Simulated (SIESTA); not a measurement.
Crystal: GaGe3.

```
CELL_PARAMETERS angstrom
4.27847 0.00000 0.00000
0.00000 4.27847 0.00000
0.00000 0.00000 4.27847
ATOMIC_POSITIONS crystal
Ge 0.50000 0.50000 0.00000
Ge 0.50000 0.00000 0.50000
Ge 0.00000 0.50000 0.50000
Ga 0.00000 0.00000 0.00000
```

The cell comes from a database or a generator and needn't be the stable form of this composition.

- Program: SIESTA 5.4.2
- Task: single point
- Functional: PBE
- Potentials or basis: PseudoDojo 0.4 standard (PBE files)
- Basis: DZP (energy shift 0.003 Ry; two zetas on semicore shells)
- Grid cutoff: 800 Ry
- Energy shift: 0.003 Ry
- k mesh: 6 × 6 × 6
- Occupations: fermi-dirac, width 0.05 eV
- Spin: no spin polarisation

On this cell: pressure 0.2 GPa; largest force zero by symmetry; band gap on the k mesh none (metal or under the smearing width).

The same run follows on a disturbed copy (atoms moved at random, drawn with an rms of 0.05 Å):

```xyz
4
Lattice="4.2785 0.0000 0.0000 0.0000 4.2785 0.0000 0.0000 0.0000 4.2785" Properties=species:S:1:pos:R:3 pbc="T T T"
Ge    2.1418    2.1365   -0.0342
Ge    2.2038   -0.0294    2.1164
Ge    0.0533    2.1078    2.1391
Ga    0.0157    0.0279    0.0253
```

Task: What does the disturbed cell give?

Result: The energy (extrapolated to zero smearing) moves by +0.3 meV/atom; pressure 0.4 GPa; largest force 0.109 eV/Å; band gap on the k mesh none (metal or under the smearing width).

Forces in eV/Å, atoms in the order of the input:
```
Ge  -0.061  0.087 -0.024
Ge   0.035 -0.042  0.022
Ge   0.010  0.041  0.058
Ga   0.016 -0.086 -0.056
```

Stress tensor (GPa, compression positive):
```
 0.40  0.08 -0.04
 0.08  0.44 -0.09
-0.04 -0.09  0.49
```

Caveats: the basis of atomic orbitals isn't converged, which shifts pressures, moduli and gaps.
